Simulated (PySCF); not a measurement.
# Ways to converge the SCF of GaF

The same problem is solved with other solver options, one edit a run.

Computed with PySCF 2.14.0. Level: each script names its method and basis.

2 further runs of the same task are left out: 2 that didn't finish.

## (1) The starting structure

GaF: 2 atoms, charge 0, spin multiplicity 1.

Bond lengths: Ga1–F2 1.820 Å.

## (2) The base run

File input.py:

```python
from pyscf import gto, scf, mcscf

mol = gto.M(
    atom='Ga 0 0 0; F 0 0 1.82',
    basis='ano-rcc-vdzp',
    charge=0,
    spin=0,
    verbose=3,
)
mf = scf.RHF(mol)
mf = mf.sfx2c1e()
mf.kernel()
mc = mcscf.CASCI(mf, 6, 6)
mc.kernel()
mc.analyze()
mf.dip_moment()
print('orbital energies (hartree):', mf.mo_energy[..., max(0, mol.nelec[1]-3):mol.nelec[0]+3].round(4))
```

The run is started by

```
$ OMP_NUM_THREADS=1 python input.py
```

The log of this run is left out.

It gives: E(SCF) = -2041.826052 Eh, E(CAS) − E(SCF) = -0.01513 Eh, μ = 3.06 D (of the SCF density).

The bond length is a typed value, not an optimised one.

## (3) Initial guess 1e

Edit 1 changes initial guess: minao → 1e.

File input.py:

```python
from pyscf import gto, scf, mcscf

mol = gto.M(
    atom='Ga 0 0 0; F 0 0 1.82',
    basis='ano-rcc-vdzp',
    charge=0,
    spin=0,
    verbose=3,
)
mf = scf.RHF(mol)
mf = mf.sfx2c1e()
mf.init_guess = '1e'
mf.kernel()
mc = mcscf.CASCI(mf, 6, 6)
mc.kernel()
mc.analyze()
mf.dip_moment()
print('orbital energies (hartree):', mf.mo_energy[..., max(0, mol.nelec[1]-3):mol.nelec[0]+3].round(4))
```

The run is started by

```
$ OMP_NUM_THREADS=1 python input.py
```

## (4) DIIS space 2

Edit 2 changes DIIS space: default → 2.

input.py: that of step 2 with these lines changed.

```diff
@@ -11,2 +11,3 @@
 mf = mf.sfx2c1e()
+mf.diis_space = 2
 mf.kernel()
```

## (5) Second-order solver on

Edit 3 changes second-order solver: off → on.

input.py: that of step 2 with these lines changed.

```diff
@@ -11,2 +11,3 @@
 mf = mf.sfx2c1e()
+mf = mf.newton()
 mf.kernel()
```

## (6) Level shift 0.1 hartree

Edit 4 changes level shift: none → 0.1 hartree.

input.py: that of step 2 with these lines changed.

```diff
@@ -11,2 +11,3 @@
 mf = mf.sfx2c1e()
+mf.level_shift = 0.1
 mf.kernel()
```

## (7) Cycle limit 200

Edit 5 changes cycle limit: 50 → 200.

input.py: that of step 2 with these lines changed.

```diff
@@ -11,2 +11,3 @@
 mf = mf.sfx2c1e()
+mf.max_cycle = 200
 mf.kernel()
```

## (8) Convergence threshold 1e-11 hartree

Edit 6 changes convergence threshold: default → 1e-11 hartree.

input.py: that of step 2 with these lines changed.

```diff
@@ -11,2 +11,3 @@
 mf = mf.sfx2c1e()
+mf.conv_tol = 1e-11
 mf.kernel()
```

Before running it: what results should come out? Wanted: for each run, E(SCF); from base; gap; SCF dipole; after the SCF.

**Answer**, as computed:

```csv
run,E(SCF) (hartree),from base (eV),gap (eV),SCF dipole (D),after the SCF
base,-2041.826052,0,11.61,3.06,CASCI correlation -0.412 eV
initial guess 1e,-2041.826052,0.0000,11.61,3.06,CASCI correlation -0.412 eV
DIIS space 2,-2041.826052,0.0000,11.61,3.06,CASCI correlation -0.412 eV
second-order solver on,-2041.826052,0.0000,11.61,3.06,CASCI correlation -0.412 eV
level shift 0.1 hartree,-2041.826052,0.0000,11.61,3.06,CASCI correlation -0.412 eV
cycle limit 200,-2041.826052,0.0000,11.61,3.06,CASCI correlation -0.412 eV
convergence threshold 1e-11 hartree,-2041.826052,0.0000,11.61,3.06,CASCI correlation -0.412 eV
```

No change of the SCF energy comes from initial guess 1e or DIIS space 2 or second-order solver on or level shift 0.1 hartree or cycle limit 200 or convergence threshold 1e-11 hartree.
